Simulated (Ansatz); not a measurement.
# A Mg vacancy in perovskite KMgF3, 39 atoms, charge −2

Aim: the barrier for an atom's jump, from a relaxed start and a climbing-image band; single points by other levels frame it (PBEsol and HSE06).

All numbers are computed with Ansatz 0.2.0 (PAW, plane waves).

## Step 1: Starting point

39 atoms (8 K, 7 Mg, 24 F); a = 7.983 Å, b = 7.983 Å, c = 7.983 Å, α = 90.00°, β = 90.00°, γ = 90.00°. All atoms were shaken off their sites by about 0.02 Å along each axis; atoms next to an added one may be pushed further to make room. Defect site 1: (0.250, 0.250, 0.250).

Steps to follow: (2) PBEsol relaxation at the single k point (¼, ¼, ¼), on 1 × NVIDIA GB300 Max-Q with 8 threads of Arm Neoverse-V2; (3) HSE06 single point at the single k point (¼, ¼, ¼), on 1 × NVIDIA GB300 Max-Q with 8 threads of Arm Neoverse-V2; (4) PBEsol band at the single k point (¼, ¼, ¼), on 1 × NVIDIA GB300 Max-Q with 8 threads of Arm Neoverse-V2.

## Step 2: Relaxation of the positions (PBEsol)

Input file in.yaml:

```yaml
crystal:
  lattice:
    - [7.982544, 0.000000, 0.000000]
    - [0.000000, 7.982544, 0.000000]
    - [0.000000, 0.000000, 7.982544]
  atoms:
    - { symbol: K, position: [0.999190, 0.999619, 0.001090] }
    - { symbol: K, position: [0.000780, 0.998849, 0.498022] }
    - { symbol: K, position: [0.996244, 0.495211, 0.002343] }
    - { symbol: K, position: [0.997244, 0.496188, 0.500392] }
    - { symbol: K, position: [0.500785, 0.999109, 0.000473] }
    - { symbol: K, position: [0.498219, 0.999040, 0.501431] }
    - { symbol: K, position: [0.502221, 0.496994, 0.993578] }
    - { symbol: K, position: [0.499499, 0.500789, 0.502963] }
    - { symbol: Mg, position: [0.254502, 0.253599, 0.749940] }
    - { symbol: Mg, position: [0.253082, 0.750497, 0.251000] }
    - { symbol: Mg, position: [0.246449, 0.753958, 0.748538] }
    - { symbol: Mg, position: [0.746643, 0.254427, 0.247339] }
    - { symbol: Mg, position: [0.749315, 0.252440, 0.747799] }
    - { symbol: Mg, position: [0.749871, 0.749779, 0.250349] }
    - { symbol: Mg, position: [0.745099, 0.753051, 0.752078] }
    - { symbol: F, position: [0.252041, 0.253835, 0.001272] }
    - { symbol: F, position: [0.250374, 0.248192, 0.499223] }
    - { symbol: F, position: [0.249338, 0.749727, 0.998792] }
    - { symbol: F, position: [0.252544, 0.745735, 0.502785] }
    - { symbol: F, position: [0.748780, 0.244859, 0.003434] }
    - { symbol: F, position: [0.751718, 0.249957, 0.506393] }
    - { symbol: F, position: [0.749498, 0.753753, 0.998899] }
    - { symbol: F, position: [0.751030, 0.751839, 0.499819] }
    - { symbol: F, position: [0.001550, 0.251519, 0.250319] }
    - { symbol: F, position: [0.998008, 0.253517, 0.754084] }
    - { symbol: F, position: [0.001789, 0.750834, 0.250676] }
    - { symbol: F, position: [0.003772, 0.752260, 0.745743] }
    - { symbol: F, position: [0.501503, 0.249399, 0.251503] }
    - { symbol: F, position: [0.500053, 0.251917, 0.752083] }
    - { symbol: F, position: [0.498231, 0.750044, 0.248805] }
    - { symbol: F, position: [0.496449, 0.752495, 0.751314] }
    - { symbol: F, position: [0.254546, 0.003034, 0.249488] }
    - { symbol: F, position: [0.251865, 0.000062, 0.750596] }
    - { symbol: F, position: [0.252081, 0.500119, 0.251818] }
    - { symbol: F, position: [0.246357, 0.497490, 0.752541] }
    - { symbol: F, position: [0.753078, 0.996290, 0.252433] }
    - { symbol: F, position: [0.749499, 0.995516, 0.754219] }
    - { symbol: F, position: [0.751511, 0.502047, 0.251181] }
    - { symbol: F, position: [0.748587, 0.499578, 0.750796] }
  symmetry: { detect: false }
kpoints:
  mp_grid: { grid: [1, 1, 1], shift: [0.25, 0.25, 0.25] }
hamiltonian:
  xc: pbesol
total_charge: -2
scf:
  occupations: { method: fermi_dirac, width: 0.01 }
relax:
  f_tol: 0.03
  max_steps: 80
  escape_saddle: false
  adjacent_minimum: "off"
output:
  forces: true
  eigenvalues: true
  populations: true
  charged_corrections: { epsilon: 7 }
```

Launch:

```console
ansatz run in.yaml --threads 8 --pin off --max-ram 118750MiB --runs-dir r --events-out ev --progress --plain --backend cuda --devices 0,
```

The runs that follow: Single point with HSE06; Nudged elastic band for the jump.

What does the calculation give? Wanted: for each run, top filled to lowest empty.

**Answer**, as computed:

| level | time | top filled to lowest empty (eV) |
| --- | --- | --- |
| PBEsol, relaxation | 3.2 s (GPU) | 7.54 |
| HSE06 | 7.5 s (GPU) | 9.89 |

| quantity | value |
| --- | --- |
| relaxation | 5 recorded steps, 2.10 eV gained |
| largest shift | 0.28 Å (K7) |

**In words.** The relaxation lowers the energy by 2.10 eV; the largest shift is 0.28 Å (K7). Part of this undoes the random shake of the start. At the same k points, PBEsol gives a spacing 2.35 eV smaller than the 9.89 eV of HSE06. In a defect cell this spacing can involve defect levels, so it need not be the gap.
